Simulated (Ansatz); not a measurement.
# C2H4AlNO: how energies converge with the basis set

An exercise on one series of results from a longer session: the logs are not shown, and one member is left open.

The runs use Ansatz 0.2.0, Gaussian basis; one geometry, several basis sets.

Levels to be run: PBE0-D4/def2-SVP; ωB97M-V/def2-SVP; PBE0-D4/def2-QZVPP; ωB97M-V/def2-QZVPP; the functionals' def2-TZVPP values are taken from earlier runs.

### Structure used throughout

The geometry comes from an earlier relaxation with PBE0-D4 in a triple-zeta def2 set; it is a stationary point, not always the lowest conformer.

9 atoms, charge 0, spin multiplicity 1.

Atoms are counted from 1 here; the program's logs count them from 0.

Bond lengths: N1–C2 1.237 Å, N1–H6 1.017 Å, C2–O3 1.403 Å, C2–C4 1.416 Å, O3–Al5 1.955 Å, C4–Al5 1.980 Å, C4–H7 1.088 Å, Al5–H8 1.579 Å, Al5–H9 1.577 Å. Angles: C2–N1–H6 112.5°, N1–C2–O3 136.3°, N1–C2–C4 151.2°, O3–C2–C4 72.5°, C2–O3–Al5 100.4°, C2–C4–Al5 98.8°, C2–C4–H7 116.2°, Al5–C4–H7 131.2°, O3–Al5–C4 50.1°, O3–Al5–H8 109.9°, O3–Al5–H9 111.0°, C4–Al5–H8 115.0°, C4–Al5–H9 117.1°, H8–Al5–H9 126.7°.

The first run:

File in.yaml:

```yaml
crystal:
  periodic: [false, false, false]
  atoms:
    - {symbol: N, position_ang: [0.884534, 2.023223, 0.113432]}
    - {symbol: C, position_ang: [0.635908, 0.831002, -0.102054]}
    - {symbol: O, position_ang: [0.589396, -0.348458, 0.656578]}
    - {symbol: C, position_ang: [0.309432, -0.228854, -0.983231]}
    - {symbol: Al, position_ang: [-1.132274, -1.073309, 0.078681]}
    - {symbol: H, position_ang: [1.077842, 2.208940, 1.094878]}
    - {symbol: H, position_ang: [1.136939, -0.662256, -1.541805]}
    - {symbol: H, position_ang: [-1.093355, -2.650827, 0.121614]}
    - {symbol: H, position_ang: [-2.319920, -0.145760, 0.544807]}
basis:
  gaussian: {orbitals: def2-SVP}
hamiltonian: {xc: pbe0, dispersion: d4}
output: {orbitals: {seedname: orbitals}}
```

Launch:

```bash
$ ansatz run in.yaml --threads 2 --pin off --events-out ev --progress --plain --max-ram 4352MiB
```

Among the steps run: PBE0-D4 in def2-SVP; ωB97M-V in def2-SVP; PBE0-D4 in def2-QZVPP; ωB97M-V in def2-QZVPP.

One of the session's tables, all rows but one given; the rest of the session is left out.

It belongs to the step «Density functionals: the series». 

| functional | basis | HOMO (eV) |
| --- | --- | --- |
| PBE0-D4 | def2-SVP | -8.39 |
| PBE0-D4 | def2-TZVPP | -8.46 |
| PBE0-D4 | def2-QZVPP | ? |
| ωB97M-V | def2-SVP | -10.62 |
| ωB97M-V | def2-TZVPP | -10.72 |
| ωB97M-V | def2-QZVPP | -10.73 |

**Question.** Estimate the row for PBE0-D4, def2-QZVPP.

As computed: HOMO (eV): -8.48. In the column «HOMO (eV)» it lies between ωB97M-V, def2-SVP (-10.62) and PBE0-D4, def2-TZVPP (-8.46).
